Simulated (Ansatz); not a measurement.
# Cl3H7OSi2 (built from SMILES Cl.O.[SiH3][SiH](Cl)Cl): search for a transition state

Is there a first-order saddle for this ligand exchange through a proton shuttle, which should form Si1–Cl7, H6–O9, Si2–H8 and break Si1–Si2, H6–Cl7, H8–O9, and which two structures does it connect?

Method: PBE0-D4, def2-SVP first, then def2-TZVP; program: Ansatz 0.2.0, Gaussian basis.

190 further runs of the same task are left out: 190 set aside as unsound or not needed. Runs told in other sessions of the task aren't counted.

### 1 The starting structure

The guess: 13 atoms, charge 0, spin multiplicity 1.

Atoms are counted from 1 here; the program's logs count them from 0.

Bond lengths: Si1–Cl3 2.087 Å, Si1–Cl4 2.006 Å, Si1–H5 1.448 Å, Si2–H10 1.463 Å, Si2–H11 1.461 Å, Si2–H12 1.467 Å, H6–O9 1.051 Å, O9–H13 0.964 Å. Angles: Cl3–Si1–Cl4 104.4°, Cl3–Si1–H5 100.0°, Cl4–Si1–H5 113.6°, H10–Si2–H11 109.3°, H10–Si2–H12 110.7°, H11–Si2–H12 107.7°, H6–O9–H13 107.3°.

Coordinates:

```tsv
atom	x (Å)	y (Å)	z (Å)
Si1	-1.4697	-0.3009	-0.1260
Si2	0.7793	0.5111	-1.2826
Cl3	-1.7197	-1.6577	-1.6915
Cl4	-2.6423	1.2509	-0.6167
H5	-1.9820	-1.0892	0.9750
H6	0.5573	-0.1620	2.0310
Cl7	-0.6671	1.1299	2.0719
H8	0.5734	-0.5187	0.3710
O9	1.1837	-0.8357	1.5220
H10	1.4792	1.5880	-0.5814
H11	0.1095	1.0572	-2.4602
H12	1.7261	-0.5105	-1.7428
H13	2.0723	-0.4623	1.5302
```

Distances that are to change: Si1–Cl7 2.74 Å, H6–O9 1.05 Å, Si2–H8 1.96 Å, Si1–Si2 2.66 Å, H6–Cl7 1.78 Å, H8–O9 1.34 Å.

### 2 Constrained relaxation of the guess

File hold/in.yaml:

```yaml
crystal:
  periodic: [false, false, false]
  atoms:
    - {symbol: Si, position_ang: [-1.469700, -0.300900, -0.126000]}
    - {symbol: Si, position_ang: [0.779300, 0.511100, -1.282600]}
    - {symbol: Cl, position_ang: [-1.719700, -1.657700, -1.691500]}
    - {symbol: Cl, position_ang: [-2.642300, 1.250900, -0.616700]}
    - {symbol: H, position_ang: [-1.982000, -1.089200, 0.975000]}
    - {symbol: H, position_ang: [0.557300, -0.162000, 2.031000]}
    - {symbol: Cl, position_ang: [-0.667100, 1.129900, 2.071900]}
    - {symbol: H, position_ang: [0.573400, -0.518700, 0.371000]}
    - {symbol: O, position_ang: [1.183700, -0.835700, 1.522000]}
    - {symbol: H, position_ang: [1.479200, 1.588000, -0.581400]}
    - {symbol: H, position_ang: [0.109500, 1.057200, -2.460200]}
    - {symbol: H, position_ang: [1.726100, -0.510500, -1.742800]}
    - {symbol: H, position_ang: [2.072300, -0.462300, 1.530200]}
basis:
  gaussian: {orbitals: def2-SVP}
hamiltonian: {xc: pbe0, dispersion: d4}
relax: {f_tol: 0.04, max_steps: 150, escape_saddle: false, constraints: [{distance: [0, 6]}, {distance: [5, 8]}, {distance: [1, 7]}, {distance: [0, 1]}, {distance: [5, 6]}, {distance: [7, 8]}]}
```

Started as:

```sh
> ansatz run in.yaml --threads 4 --pin off --events-out ev --progress --plain --max-ram 66560MiB --backend cpu
```

After this run come: Force constants to start from; Saddle search in the small basis; Saddle search in triple zeta; Vibrations at the point found; Relaxing after a step of 0.30 Å one way along the mode; Relaxing after a step of 0.30 Å the other way along the mode.

Before running it: what results should come out? Wanted: imaginary mode; barrier from the start side; barrier from the end side; energy of the step; pairs that change; zero-point energy at the saddle.

The runs gave:

```
                       quantity                                                                                     value
                 imaginary mode                                                                                1054i cm⁻¹
    barrier from the start side                                                                                  1.680 eV
      barrier from the end side                                                                                  2.433 eV
             energy of the step                                                                                 -0.753 eV
              pairs that change  Si1–Cl7 formed, Si2–H8 formed, H6–O9 formed, Si1–Si2 broken, H6–Cl7 broken, H8–O9 broken
zero-point energy at the saddle                                                                                  1.900 eV
```

One imaginary mode, 1054i cm⁻¹, makes this a first-order saddle. It joins the planned start and end. At PBE0-D4/def2-TZVP the electronic barrier is 1.680 eV, about 65 kT at 298 K, and the step runs 0.753 eV downhill. With so stiff a mode tunnelling counts: Wigner's rough correction is a factor of 2.1 at 298 K. A step off the saddle overshot and began above it in energy, so the link to its end is likely but not proven. The ends are the nearest minima, not always the lowest complexes.
